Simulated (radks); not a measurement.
# Nuclear size and the levels of Pd²⁺

An exercise on one series of results from a longer session: the logs are not shown, and one member is left open.

The numbers are computed with radks (a radial shooting solver on a logarithmic mesh, Libxc functionals) version 1 (Dirac Kohn-Sham, BLYP, spin-unpolarised, spherical densities, finite nucleus; open shells are shared between the two j in proportion to 2j + 1), except any that are marked as measured or tabulated.

**What is computed**

```
element            : palladium (Z = 46)
charge             : +2
electrons          : 44
configuration      : [Kr] 4d8
nuclear rms radius : 4.5318 fm
```

Outer shells as boxes (Hund's rule):

Pd²⁺
```
[Kr] core
4d [↑↓][↑↓][↑↓][↑ ][↑ ]
```

The first run:

The run's settings:

```text
Z 46
configuration [Kr] 4d8 5s0 5p0
relativity Dirac
functional b88,lyp
spin unpolarised
j_filling average
nucleus finite rms 4.5318 fm
c 137.035999084
```

Run with:

```sh
> python run_ks.py task.json out
```

This one command runs every case of the session in turn.

Among the steps run: rms radius 4.5318 fm.

One table of the session follows, with a row left open; its other results are not shown here.

It belongs to the step «rms radius 4.5318 fm». Sizes of the orbitals, from the radial functions (bohr):

```
level     <r>  outermost maximum (interpolated)  90 % within  nodes
4s1/2  0.9416                             0.850         1.37      3
4p1/2   1.012                             0.891         1.50      2
4p3/2   1.042                             0.915         1.54      2
4d3/2       ?                                 ?            ?      ?
4d5/2   1.385                              1.08         2.19      1
5s1/2   2.605                              2.29         3.78      4
5p1/2   3.093                              2.70         4.51      3
5p3/2   3.170                              2.78         4.62      3
```

Q: Estimate the row for 4d3/2 from the others.

The run gave: <r>: 1.368; outermost maximum (interpolated): 1.07; 90 % within: 2.16; nodes: 1. In the column «<r>» it lies between 4p3/2 (1.042) and 4d5/2 (1.385).
